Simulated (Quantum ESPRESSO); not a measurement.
Set up this calculation in Quantum ESPRESSO 7.5, as the native input.

```yaml
Task: work function
Functional: PBE
Potentials_or_basis: PseudoDojo 0.4.1 SR PBE standard
Cutoff: 1088 eV
Density_cutoff: 4354 eV
k_mesh: 9 × 9 × 1
Occupations: fermi-dirac, width 0.05 eV
Spin: no spin polarisation
Boundary_across_the_vacuum: none
Mixing_mode: local-TF
Mixing_beta: 0.3
Most_SCF_iterations: 150
SCF_threshold: 3e-09 Ry
```

The system is GeMo2, a sheet with vacuum.

```xyz
3
Lattice="2.9101 0.0000 0.0000 0.0000 2.9101 0.0000 0.0000 0.0000 29.7022" Properties=species:S:1:pos:R:3 pbc="T T T"
Ge    1.4551    1.4551    8.4999
Mo    0.0000    0.0000   10.0584
Mo    0.0000    0.0000    6.9417
```

The cell was built by a generator and needn't be a form met in nature.

One way to write it, as run:

pw.in

```
&CONTROL
  calculation = 'scf'
  prefix = 'pwscf'
  outdir = './tmp'
  pseudo_dir = './pseudo'
  tprnfor = .true.
  disk_io = 'low'
/
&SYSTEM
  ibrav = 0
  celldm(1) = 8
  nat = 3
  ntyp = 2
  ecutwfc = 80
  nbnd = 30
  occupations = 'smearing'
  smearing = 'fd'
  degauss = 0.00367493
/
&ELECTRONS
  conv_thr = 3d-09
  electron_maxstep = 150
  mixing_beta = 0.3
  mixing_mode = 'local-TF'
/
ATOMIC_SPECIES
Ge    72.6300 Ge.upf
Mo    95.9500 Mo.upf
CELL_PARAMETERS alat
  0.6874138615668   0.0000000000000  -0.0000000000000
  0.0000000000000   0.6874138615668  -0.0000000000000
 -0.0000000000000  -0.0000000000000   7.0161373609881
ATOMIC_POSITIONS crystal
Ge     0.5000000000    0.5000000000    0.2861700000
Mo     0.0000000000    0.0000000000    0.3386400000
Mo     0.0000000000    0.0000000000    0.2337100000
K_POINTS automatic
9 9 1 0 0 0
```

pp_density.in

```
&INPUTPP
  prefix = 'pwscf'
  outdir = './tmp'
  filplot = 'density.dat'
  plot_num = 0
/
&PLOT
  nfile = 1
  filepp(1) = 'density.dat'
  iflag = 3
  output_format = 6
  fileout = 'density.cube'
/
```

pp_potential.in

```
&INPUTPP
  prefix = 'pwscf'
  outdir = './tmp'
  filplot = 'potential.dat'
  plot_num = 11
/
&PLOT
  nfile = 1
  filepp(1) = 'potential.dat'
  iflag = 3
  output_format = 6
  fileout = 'potential.cube'
/
```

pp_elf.in

```
&INPUTPP
  prefix = 'pwscf'
  outdir = './tmp'
  filplot = 'elf.dat'
  plot_num = 8
/
&PLOT
  nfile = 1
  filepp(1) = 'elf.dat'
  iflag = 3
  output_format = 6
  fileout = 'elf.cube'
/
```

Potentials or basis: PseudoDojo 0.4.1 SR PBE standard.

Run with:

```sh
$ OMP_NUM_THREADS=1 pw.x -in pw.in > pw.out
$ OMP_NUM_THREADS=1 pp.x -in pp_density.in > pp_density.out
$ OMP_NUM_THREADS=1 pp.x -in pp_potential.in > pp_potential.out
$ OMP_NUM_THREADS=1 pp.x -in pp_elf.in > pp_elf.out
```

Results of the run:

```
Largest force                   : 0.021 eV/Å
Band gap on the k mesh          : none (metal or under the smearing width)
Work function of the upper face : 4.43 eV
Work function of the lower face : 4.43 eV
```

Wall time 4.8 min on 1 thread of Intel(R) Xeon(R) Platinum 8259CL CPU @ 2.50GHz (Skylake/Cascade Lake), on a shared host, peak memory 0.37 GiB.
